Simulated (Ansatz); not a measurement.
# Cl2H2S2Si: the cost of one run

The runs use Ansatz 0.2.0; RKS r2SCAN-D4/def2-SVP.

**1. Where the work starts**

SMILES `S[Si](S)(Cl)Cl`, 7 atoms, charge 0, spin multiplicity 1.

Atoms are counted from 1 here; the program's logs count them from 0.

Bond lengths: S1–Si2 2.135 Å, S1–H6 1.363 Å, Si2–S3 2.135 Å, Si2–Cl4 2.077 Å, Si2–Cl5 2.077 Å, S3–H7 1.363 Å. Angles: Si2–S1–H6 93.1°, S1–Si2–S3 104.4°, S1–Si2–Cl4 113.9°, S1–Si2–Cl5 109.5°, S3–Si2–Cl4 109.5°, S3–Si2–Cl5 113.9°, Cl4–Si2–Cl5 105.9°, Si2–S3–H7 93.1°.

Coordinates:

```mol
Cl2H2S2Si
  3D, bonds by distance, orders not assigned

  7  6  0  0  0  0  0  0  0  0999 V2000
   -1.5899    0.4302    1.2119 S   0  0
    0.0201    0.0270   -0.1313 Si  0  0
    1.4078   -1.1078    1.0287 S   0  0
   -0.5351   -1.0650   -1.8087 Cl  0  0
    0.7882    1.8189   -0.8480 Cl  0  0
   -1.9374    1.5796    0.5661 H   0  0
    1.9076   -1.7510   -0.0646 H   0  0
  1  2  8  0
  1  6  8  0
  2  3  8  0
  2  4  8  0
  2  5  8  0
  3  7  8  0
M  END
```

This geometry comes from a loose relaxation at PBE in a small basis, which is not shown.

**3. Plan of the scan**

- dihedral S1–Si2–S3–H7: 9 values from −180 to 140 °, periodic
- dihedral H6–S1–Si2–S3: 9 values from −180 to 140 °, periodic

Nothing else is relaxed (all other coordinates rigid). Energies count from the relaxed molecule at the same level. Points are written as (first, second).

(The set-up runs are not shown.)

**4. Grid point (140°, 140°)**

input.yaml reads:

```yaml
crystal:
  periodic: [false, false, false]
  atoms:
    - { symbol: S, position_ang: [-1.581517, 0.436883, 1.206095] }
    - { symbol: Si, position_ang: [0.019491, 0.025491, -0.126888] }
    - { symbol: S, position_ang: [1.589134, -0.684289, 1.11479] }
    - { symbol: Cl, position_ang: [-0.426217, -1.402304, -1.553387] }
    - { symbol: Cl, position_ang: [0.495408, 1.740402, -1.177952] }
    - { symbol: H, position_ang: [-1.939725, 1.570033, 0.559612] }
    - { symbol: H, position_ang: [1.965923, -1.640559, 0.2351] }
basis:
  gaussian: { orbitals: def2-SVP }
hamiltonian:
  xc: r2scan
  dispersion: d4
output:
  forces: true
```

The run is started by

```bash
> ansatz run input.yaml --threads 1 --pin off --max-ram 2560MiB --backend cpu --events-out ev --progress --plain --runs-dir out
```

**Question.** How long does this run take on 1 thread of Intel Xeon Platinum 8259CL at 2.50GHz (Skylake/Cascade Lake), shared host, and how much memory does it need?

About 6.5 s, with a peak of 0.17 GiB.
